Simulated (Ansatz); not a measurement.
# GeSiH5Cl (SMILES [SiH3][GeH2][Cl]): CCSD/def2-SVP

Aim: the electronic atomisation energy of GeSiH5Cl at CCSD/def2-SVP, from 5 runs. 

The results are computed with Ansatz 0.2.0.

57 further runs of the same task are left out: 57 set aside as unsound or not needed.

## Step 1: Starting point

GeSiH5Cl has 8 atoms, charge 0, and is taken as a singlet. As SMILES, `[SiH3][GeH2][Cl]`. The shape is that of a PBE0-D4/def2-TZVP optimisation.

Bond lengths: Si1–Ge2 2.380 Å, Ge2–Cl3 2.169 Å, Si1–H4 1.487 Å, Si1–H5 1.484 Å, Si1–H6 1.484 Å, Ge2–H7 1.537 Å, Ge2–H8 1.537 Å. Some angles: Si1–Ge2–Cl3 106.5°, Si1–Ge2–H7 114.0°, Si1–Ge2–H8 114.0°, Cl3–Ge2–H7 106.1°, Cl3–Ge2–H8 106.1°, Ge2–Si1–H4 109.5°, Ge2–Si1–H5 108.9°, Ge2–Si1–H6 108.9°, H7–Ge2–H8 109.6°, H4–Si1–H5 109.7°.

## Step 2: A single-point energy at CCSD/def2-SVP

The input, job.yaml:

```yaml
crystal:
  periodic: [false, false, false]
  atoms:
    - {symbol: Si, position_ang: [-0.863600, 0.827300, -0.302500]}
    - {symbol: Ge, position_ang: [0.738300, -0.882000, 0.118400]}
    - {symbol: Cl, position_ang: [1.963100, -0.183700, 1.766200]}
    - {symbol: H, position_ang: [-1.744900, 0.416200, -1.427300]}
    - {symbol: H, position_ang: [-0.149800, 2.078700, -0.658900]}
    - {symbol: H, position_ang: [-1.678500, 1.035600, 0.920200]}
    - {symbol: H, position_ang: [1.703100, -1.135200, -1.051200]}
    - {symbol: H, position_ang: [0.124600, -2.213900, 0.579200]}
basis:
  gaussian: {orbitals: def2-SVP}
accuracy: high
correlation: {method: ccsd, frozen_orbitals: {Cl: 5, Ge: 9, H: 0, Si: 5}}
scf: {omitted_lower_state_checks: [cluster_reference, increment]}
```

Run with:

```sh
ansatz run job.yaml --threads 1 --pin off --max-ram 3480MiB --events-out events.jsonl --progress --plain --runs-dir runs
```

The program printed:

```text
Warning: RAYON_NUM_THREADS=1 ignored (pool sized by the plan → 1); use --threads N
Functional definition: HF
  name "HF"
  exchange = exact_x
  correlation = 0
these checks for a lower state are left out or cut short: cluster_reference, increment
1916 factors; integrals over basis functions are off by at most 4.8e-9 eV
mean field evaluation 1: about -76904.8366 eV, gradient 1.7e1 eV
mean field evaluation 2: about -76904.8740 eV, gradient 1.7e1 eV
mean field evaluation 4: about -76906.0984 eV, gradient 2.5e0 eV
mean field evaluation 8: about -76906.1189 eV, gradient 5.5e-5 eV
mean field -76906.11892816 eV, -2826.2477417702 hartree, gradient 1.9e-8 eV, S^2 0.000000; 0 other end points of the search recorded, 0 dependent functions left out
19 core orbitals not correlated: weight in the atoms' cores, before any rotation towards them, 1.000 or more for the frozen orbitals, at most 0.000 for the correlated occupied ones
reference -76906.11892816 eV, -2826.2477417702 hartree; 15, 15 occupied and 59, 59 virtual orbitals, 1916 factors
second order -12.69785921 eV of doubles, -0.00000000 eV of singles
cycle   1  -13.33574288 eV  change   -6.4e-1 eV  update   8.8e-2
cycle   2  -13.80591266 eV  change   -4.7e-1 eV  update   2.7e-2
cycle   3  -13.84879682 eV  change   -4.3e-2 eV  update   1.1e-2
cycle   4  -13.84519563 eV  change    3.6e-3 eV  update   2.6e-3
cycle   5  -13.84503246 eV  change    1.6e-4 eV  update   6.9e-4
cycle   6  -13.84465748 eV  change    3.7e-4 eV  update   2.2e-4
cycle   7  -13.84462442 eV  change    3.3e-5 eV  update   6.1e-5
cycle   8  -13.84464544 eV  change   -2.1e-5 eV  update   2.0e-5
cycle   9  -13.84465149 eV  change   -6.0e-6 eV  update   6.2e-6
cycle  10  -13.84464937 eV  change    2.1e-6 eV  update   2.2e-6
cycle  11  -13.84465033 eV  change   -9.6e-7 eV  update   7.7e-7
cycle  12  -13.84465053 eV  change   -2.0e-7 eV  update   2.6e-7
cycle  13  -13.84465065 eV  change   -1.2e-7 eV  update   1.1e-7
cycle  14  -13.84465069 eV  change   -3.6e-8 eV  update   5.0e-8
cycle  15  -13.84465070 eV  change   -9.2e-9 eV  update   2.8e-8
cycle  16  -13.84465135 eV  change   -6.5e-7 eV  update   1.0e-7
cycle  17  -13.84465138 eV  change   -3.2e-8 eV  update   2.5e-8
cycle  18  -13.84465141 eV  change   -3.0e-8 eV  update   7.0e-9
cycle  19  -13.84465141 eV  change   8.4e-10 eV  update   2.3e-9
Total energy: -76919.96357957 eV, -2826.7565233253 hartree
Checks for a lower state left out: cluster_reference, increment
```

Run time: 7.8 s. Hardware: 1 thread of AMD EPYC 9R45 (Zen 5), shared host; peak memory 0.49 GiB.

## Step 3: The Cl atom

The input, molecule.yaml:

```yaml
crystal:
  periodic: [false, false, false]
  atoms:
    - {symbol: Cl, position_ang: [0.000000, 0.000000, 0.000000]}
basis:
  gaussian: {orbitals: def2-SVP}
magnetization: {spin_polarized: true, initial_magnetization: 1}
correlation: {method: ccsd, frozen_orbitals: {Cl: 5}}
accuracy: high
scf: {omitted_lower_state_checks: [cluster_reference, increment]}
```

Run with:

```sh
ansatz run molecule.yaml --threads 1 --pin off --max-ram 3480MiB --events-out events.jsonl --progress --plain --runs-dir runs
```

The program printed:

```text
Warning: RAYON_NUM_THREADS=1 ignored (pool sized by the plan → 1); use --threads N
Functional definition: HF
  name "HF"
  exchange = exact_x
  correlation = 0
these checks for a lower state are left out or cut short: cluster_reference, increment
134 factors; integrals over basis functions are off by at most 2.6e-9 eV
mean field evaluation 1: about -12498.5814 eV, gradient 4.6e0 eV
mean field evaluation 2: about -12498.5838 eV, gradient 4.6e0 eV
mean field evaluation 4: about -12498.7139 eV, gradient 2.7e-1 eV
mean field evaluation 8: about -12498.7150 eV, gradient 3.1e-7 eV
mean field evaluation 16: about -12498.1944 eV, gradient 8.7e0 eV
mean field evaluation 32: about -12498.7147 eV, gradient 8.6e-2 eV
mean field -12498.71497284 eV, -459.3193033187 hartree, gradient 2.3e-8 eV, S^2 0.755409; 3 other end points of the search recorded, 0 dependent functions left out
5 core orbitals not correlated: weight in the atoms' cores, before any rotation towards them, 1.000 or more for the frozen orbitals, at most 0.000 for the correlated occupied ones
reference -12498.71497284 eV, -459.3193033187 hartree; 4, 3 occupied and 9, 10 virtual orbitals, 134 factors
second order -2.96433346 eV of doubles, -0.00000000 eV of singles
cycle   1  -3.32908371 eV  change   -3.6e-1 eV  update   3.1e-2
cycle   2  -3.41485530 eV  change   -8.6e-2 eV  update   9.2e-3
cycle   3  -3.41935911 eV  change   -4.5e-3 eV  update   1.6e-3
cycle   4  -3.41956863 eV  change   -2.1e-4 eV  update   2.0e-4
cycle   5  -3.41951055 eV  change    5.8e-5 eV  update   3.7e-5
cycle   6  -3.41952071 eV  change   -1.0e-5 eV  update   7.4e-6
cycle   7  -3.41951879 eV  change    1.9e-6 eV  update   1.3e-6
cycle   8  -3.41951928 eV  change   -4.9e-7 eV  update   2.0e-7
cycle   9  -3.41951912 eV  change    1.6e-7 eV  update   3.6e-8
cycle  10  -3.41951917 eV  change   -4.7e-8 eV  update   1.1e-8
cycle  11  -3.41951915 eV  change    1.7e-8 eV  update   5.9e-9
cycle  12  -3.41951916 eV  change   -1.7e-8 eV  update   1.4e-8
cycle  13  -3.41951917 eV  change   -2.4e-9 eV  update   3.5e-9
cycle  14  -3.41951917 eV  change  -1.4e-10 eV  update  5.2e-10
Total energy: -12502.13449201 eV, -459.4449683303 hartree
Checks for a lower state left out: cluster_reference, increment
```

Wall time 0.18 s (1 thread of AMD EPYC 9R45 (Zen 5), shared host).

## Step 4: The Ge atom at the same level

The input, molecule.yaml:

```yaml
basis:
  gaussian:
    orbitals: def2-SVP
crystal:
  periodic: [false, false, false]
  atoms:
    - {symbol: Ge, position_ang: [0.000000, 0.000000, 0.000000]}
magnetization:
  spin_polarized: true
  initial_magnetization: 2
correlation:
  method: ccsd
  frozen_orbitals: {Ge: 9}
accuracy: high
scf:
  omitted_lower_state_checks: [cluster_reference, increment]
```

Run the same way, it converges to -2075.23460 Eh (log not shown).

## Step 5: The H atom: the energy at UHF/def2-SVP

The input, in.yaml:

```yaml
crystal:
  periodic: [false, false, false]
  atoms:
    - symbol: H
      position_ang: [0.000000, 0.000000, 0.000000]
basis:
  gaussian: {orbitals: def2-SVP}
magnetization: {spin_polarized: true, initial_magnetization: 1}
hamiltonian: {xc: hf}
accuracy: high
```

Run with:

```sh
ansatz run in.yaml --threads 1 --pin off --max-ram 3480MiB --events-out events.jsonl --progress --plain --runs-dir runs
```

The program printed:

```text
Warning: RAYON_NUM_THREADS=1 ignored (pool sized by the plan → 1); use --threads N
Functional definition: HF
  name "HF"
  exchange = exact_x
  correlation = 0
15 factors; integrals over basis functions are off by at most 8.9e-10 eV
mean field evaluation 1: about -13.5522 eV, gradient 1.6e0 eV
mean field evaluation 2: about -13.5522 eV, gradient 1.6e0 eV
mean field evaluation 4: about -13.5861 eV, gradient 1.4e-4 eV
mean field evaluation 8: about -13.5861 eV, gradient 4.4e-14 eV
mean field -13.58605754 eV, -0.4992784057 hartree, gradient 4.2e-10 eV, S^2 0.750000; 0 other end points of the search recorded, 0 dependent functions left out
reference -13.58605754 eV, -0.4992784057 hartree; 1, 0 occupied and 4, 5 virtual orbitals, 15 factors
Total energy: -13.58605754 eV, -0.4992784057 hartree
```

Run time: 0.04 s. Hardware: 1 thread of AMD EPYC 9R45 (Zen 5), shared host.

## Step 6: The Si atom

The input, molecule.yaml:

```yaml
basis:
  gaussian: {orbitals: def2-SVP}
crystal:
  periodic: [false, false, false]
  atoms:
    - {symbol: Si, position_ang: [0.000000, 0.000000, 0.000000]}
magnetization: {spin_polarized: true, initial_magnetization: 2}
correlation: {method: ccsd, frozen_orbitals: {Si: 5}}
accuracy: high
scf: {omitted_lower_state_checks: [cluster_reference, increment]}
```

Run with:

```sh
ansatz run molecule.yaml --threads 1 --pin off --max-ram 3480MiB --events-out events.jsonl --progress --plain --runs-dir runs
```

The program printed:

```text
Warning: RAYON_NUM_THREADS=1 ignored (pool sized by the plan → 1); use --threads N
Functional definition: HF
  name "HF"
  exchange = exact_x
  correlation = 0
these checks for a lower state are left out or cut short: cluster_reference, increment
134 factors; integrals over basis functions are off by at most 2.5e-9 eV
mean field evaluation 1: about -7857.1876 eV, gradient 3.6e0 eV
mean field evaluation 2: about -7857.1927 eV, gradient 3.7e0 eV
mean field evaluation 4: about -7857.3733 eV, gradient 1.4e-1 eV
mean field evaluation 8: about -7857.3729 eV, gradient 3.3e-8 eV
mean field evaluation 16: about -7857.3720 eV, gradient 3.2e-1 eV
mean field evaluation 32: about -7857.3729 eV, gradient 3.1e-4 eV
mean field -7857.37290870 eV, -288.7531284761 hartree, gradient 4.4e-8 eV, S^2 2.008908; 3 other end points of the search recorded, 0 dependent functions left out
5 core orbitals not correlated: weight in the atoms' cores, before any rotation towards them, 1.000 or more for the frozen orbitals, at most 0.000 for the correlated occupied ones
reference -7857.37290870 eV, -288.7531284761 hartree; 3, 1 occupied and 10, 12 virtual orbitals, 134 factors
second order -1.18344066 eV of doubles, -0.00000000 eV of singles
cycle   1  -1.51450892 eV  change   -3.3e-1 eV  update   5.3e-2
cycle   2  -1.66428893 eV  change   -1.5e-1 eV  update   2.1e-2
cycle   3  -1.67009160 eV  change   -5.8e-3 eV  update   4.6e-3
cycle   4  -1.67297523 eV  change   -2.9e-3 eV  update   9.5e-4
cycle   5  -1.67210245 eV  change    8.7e-4 eV  update   1.4e-4
cycle   6  -1.67236259 eV  change   -2.6e-4 eV  update   3.2e-5
cycle   7  -1.67228984 eV  change    7.3e-5 eV  update   8.1e-6
cycle   8  -1.67230150 eV  change   -1.2e-5 eV  update   1.6e-6
cycle   9  -1.67229967 eV  change    1.8e-6 eV  update   2.9e-7
cycle  10  -1.67230020 eV  change   -5.2e-7 eV  update   7.0e-8
cycle  11  -1.67230006 eV  change    1.3e-7 eV  update   2.1e-8
cycle  12  -1.67230005 eV  change    1.1e-8 eV  update   1.6e-8
cycle  13  -1.67230010 eV  change   -5.0e-8 eV  update   2.9e-8
cycle  14  -1.67230013 eV  change   -2.4e-8 eV  update   1.2e-8
cycle  15  -1.67230013 eV  change   -1.7e-9 eV  update   1.5e-9
cycle  16  -1.67230013 eV  change   1.8e-10 eV  update  5.9e-10
cycle  17  -1.67230013 eV  change   3.8e-10 eV  update  3.8e-10
cycle  18  -1.67230013 eV  change   2.3e-10 eV  update  1.8e-10
Total energy: -7859.04520883 eV, -288.8145843723 hartree
Checks for a lower state left out: cluster_reference, increment
```

Run time: 0.14 s. Hardware: 1 thread of AMD EPYC 9R45 (Zen 5), shared host.

## Step 7: Outcome

At CCSD/def2-SVP, 19 core orbitals frozen:

| quantity | value |
| --- | --- |
| molecule: total energy | -2826.75652 Eh |
| molecule: correlation energy (19 core orbitals frozen) | -508.8 mEh |
| molecule: T1 diagnostic | 0.010 |
| Cl atom: total energy | -459.44497 Eh |
| Cl atom: correlation energy (5 core orbitals frozen) | -125.7 mEh |
| Cl atom: ⟨S²⟩ of the reference determinant | 0.755 |
| Cl atom: T1 diagnostic | 0.005 |
| Ge atom: total energy | -2075.23460 Eh |
| Ge atom: correlation energy (9 core orbitals frozen) | -176.6 mEh |
| Ge atom: ⟨S²⟩ of the reference determinant | 2.009 |
| Ge atom: T1 diagnostic | 0.007 |
| H atom: total energy | -0.49928 Eh |
| H atom: ⟨S²⟩ | 0.750 |
| Si atom: total energy | -288.81458 Eh |
| Si atom: correlation energy (5 core orbitals frozen) | -61.5 mEh |
| Si atom: ⟨S²⟩ of the reference determinant | 2.009 |
| Si atom: T1 diagnostic | 0.010 |
| electronic atomisation energy | 20.843 eV |

What this shows: Taking the molecule apart into free atoms costs 20.84 eV (2011 kJ/mol), before zero-point energy and without spin-orbit coupling.
